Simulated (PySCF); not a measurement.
# C2HF2Ga (SMILES C#[C][Ga]([F])[F]) at r2SCAN/def2-SVP

What is the vertical singlet–triplet gap of C2HF2Ga at r2SCAN/def2-SVP? Input form: a Python script.

Program for the calculation: PySCF 2.14.0.

## Step 1: Starting point

The species is C2HF2Ga (6 atoms), meant as a singlet with charge 0. SMILES: `C#[C][Ga]([F])[F]`. The coordinates come from a PBE0-D4/def2-TZVP relaxation.

Bond lengths: C1–C2 1.205 Å, C2–Ga3 1.875 Å, Ga3–F4 1.734 Å, Ga3–F5 1.734 Å, C1–H6 1.067 Å. Angles: C1–C2–Ga3 180.0°, C2–Ga3–F4 123.5°, C2–Ga3–F5 123.5°, F4–Ga3–F5 113.0°, C2–C1–H6 180.0°.

## Step 2: The energy at r2SCAN/def2-SVP

The input, job.py:

```python
from pyscf import gto, dft

mol = gto.M(
    atom='''
C   -0.242600   0.981600   1.587200
C   -0.087000   0.352900   0.570900
Ga   0.154500  -0.624900  -1.010200
F    0.241600  -2.356000  -1.061300
F    0.313800   0.108300  -2.573600
H   -0.380300   1.538200   2.487000
''',
    basis='def2-svp',
    charge=0,
    max_memory=1860,
    verbose=3,
)

ks = dft.RKS(mol, xc='r2scan')
ks.conv_tol = 1e-10
ks.grids.level = 8
ks.kernel()
if not ks.converged:
    ks = ks.newton().run(ks.mo_coeff, ks.mo_occ)

etot = ks.e_tot
print('E(%s) = %.9f' % ('R2SCAN', etot))
```

The run is started by

```console
OMP_NUM_THREADS=1 python job.py
```

Standard output:

```text
converged SCF energy = -2200.76930103817
E(R2SCAN) = -2200.769301038
```

Wall time 96 s (1 thread of Arm Neoverse V1, shared host); peak memory 0.51 GiB.

## Step 3: The triplet, same level

The input, input.py:

```python
from pyscf import gto, dft

system = gto.Mole()
system.atom = '''
C     -0.458448     1.854955     2.999373
C     -0.164406     0.666884     1.078845
Ga     0.291963    -1.180890    -1.909001
F      0.456558    -4.452195    -2.005566
F      0.592996     0.204657    -4.863399
H     -0.718663     2.906777     4.699749
'''
system.charge = 0
system.verbose = 3
system.spin = 2
system.max_memory = 1860
system.unit = 'bohr'
system.basis = 'def2-svp'
system.build()

mf = dft.UKS(system)
mf.xc = 'r2scan'
mf.conv_tol = 1e-10
mf.grids.level = 8
mf.kernel()
if not mf.converged:
    mf = mf.newton().run(mf.mo_coeff, mf.mo_occ)

e_final = mf.e_tot
print('E(%s) = %.9f' % ('R2SCAN', e_final))
```

The run is started by

```console
OMP_NUM_THREADS=1 python input.py
```

Standard output:

```text
WARN: HOMO -0.105909559882004 >= LUMO -0.361156501798068

WARN: HOMO -0.12094800567544 >= LUMO -0.134802038066159

WARN: HOMO -0.0980346578091322 >= LUMO -0.218812535809998

WARN: HOMO -0.129989080098051 >= LUMO -0.311222081832386

WARN: HOMO -0.113059468538204 >= LUMO -0.283103161238196

WARN: HOMO -0.118326951697023 >= LUMO -0.294550775148846

WARN: HOMO -0.120567197572369 >= LUMO -0.291939248147351

WARN: HOMO -0.120978293632211 >= LUMO -0.288830510551592

WARN: HOMO -0.122990800062063 >= LUMO -0.290861282857787

WARN: HOMO -0.122613651523601 >= LUMO -0.290322432881148

WARN: HOMO -0.122644425517982 >= LUMO -0.290270133298048

WARN: HOMO -0.12267951662622 >= LUMO -0.290199363568721

WARN: HOMO -0.122654193088258 >= LUMO -0.290192379067691

WARN: HOMO -0.122695953078881 >= LUMO -0.290272007403469

WARN: HOMO -0.122660041050919 >= LUMO -0.290215225661845

WARN: HOMO -0.122643252482322 >= LUMO -0.290169854633315

WARN: HOMO -0.122655429807021 >= LUMO -0.290184483093528

WARN: HOMO -0.122659461479826 >= LUMO -0.290194542994318

WARN: HOMO -0.122658100908 >= LUMO -0.290190831443788

WARN: HOMO -0.122658030173703 >= LUMO -0.29019131499773

converged SCF energy = -2200.57511393854  <S^2> = 2.0075803  2S+1 = 3.0050493
E(R2SCAN) = -2200.575113939
```

It took 4.7 min on 1 thread of Arm Neoverse V1, shared host; peak memory 0.55 GiB.

## Step 4: Outcome

Level: r2SCAN/def2-SVP.

```
                                        quantity           value
                           singlet: total energy  -2200.76930 Eh
                          singlet: dipole moment          3.13 D
                            singlet: HOMO energy        -8.09 eV
                            singlet: LUMO energy        -2.31 eV
                          singlet: HOMO–LUMO gap         5.78 eV
                           triplet: total energy  -2200.57511 Eh
                          triplet: dipole moment          5.52 D
     triplet: HOMO energy (highest over α and β)        -3.34 eV
                                   triplet: ⟨S²⟩           2.008
vertical energy of the triplet above the singlet        5.284 eV
```

At this shape the triplet lies 5.28 eV (510 kJ/mol) above the singlet. Mulliken charges (singlet) run from -0.38 on F4 to +0.79 on Ga3. Mulliken charges (triplet) run from -0.38 on F4 to +0.63 on Ga3.
